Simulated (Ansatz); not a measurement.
# CH6BGe: the cost of one run

Program: Ansatz 0.2.0, Gaussian basis. Level of theory: the settings change from run to run. These are calculated values, not measurements.

### Step 1. The geometry

The structure was relaxed beforehand with PBE0-D4 in a triple-zeta def2 set.

SMILES `C[B][GeH3]`, 9 atoms, charge 0, spin multiplicity 2.

Atoms are counted from 1 here; the program's logs count them from 0.

Bond lengths: C1–B2 1.533 Å, C1–H4 1.093 Å, C1–H5 1.104 Å, C1–H6 1.096 Å, B2–Ge3 2.042 Å, Ge3–H7 1.540 Å, Ge3–H8 1.540 Å, Ge3–H9 1.549 Å. Angles: B2–C1–H4 115.4°, B2–C1–H5 103.7°, B2–C1–H6 114.6°, H4–C1–H5 106.5°, H4–C1–H6 109.8°, H5–C1–H6 105.9°, C1–B2–Ge3 136.6°, B2–Ge3–H7 109.1°, B2–Ge3–H8 108.7°, B2–Ge3–H9 116.4°, H7–Ge3–H8 107.4°, H7–Ge3–H9 107.6°, H8–Ge3–H9 107.4°.

### Step 2. PBE0-DH/def2-TZVPD

Set apart from the defaults: density fitting with cc-pVTZ-jkfit.

File in.yaml:

```yaml
crystal:
  periodic: [false, false, false]
  atoms:
    - {symbol: C, position_ang: [-0.798846, 1.107249, -0.998440]}
    - {symbol: B, position_ang: [-0.086784, -0.219613, -0.710980]}
    - {symbol: Ge, position_ang: [0.751333, -1.131077, 0.912287]}
    - {symbol: H, position_ang: [-1.378407, 1.136965, -1.924221]}
    - {symbol: H, position_ang: [0.028914, 1.827010, -1.123002]}
    - {symbol: H, position_ang: [-1.405457, 1.488288, -0.168766]}
    - {symbol: H, position_ang: [2.250161, -1.358140, 0.642992]}
    - {symbol: H, position_ang: [0.100318, -2.515063, 1.091038]}
    - {symbol: H, position_ang: [0.627268, -0.382019, 2.261892]}
basis:
  gaussian: {orbitals: def2-TZVPD, fitting: {mean_field: cc-pVTZ-jkfit}}
magnetization: {spin_polarized: true, initial_magnetization: 1}
hamiltonian: {xc: {name: PBE0-DH}}
output: {forces: true}
```

Started as:

```bash
ansatz run in.yaml --threads 4 --pin off --events-out ev --progress --plain --max-ram 10444MiB
```

What time and memory should one allow on 4 threads of AMD EPYC 9R45, shared host?

About 3.6 s, with a peak of 0.85 GiB.
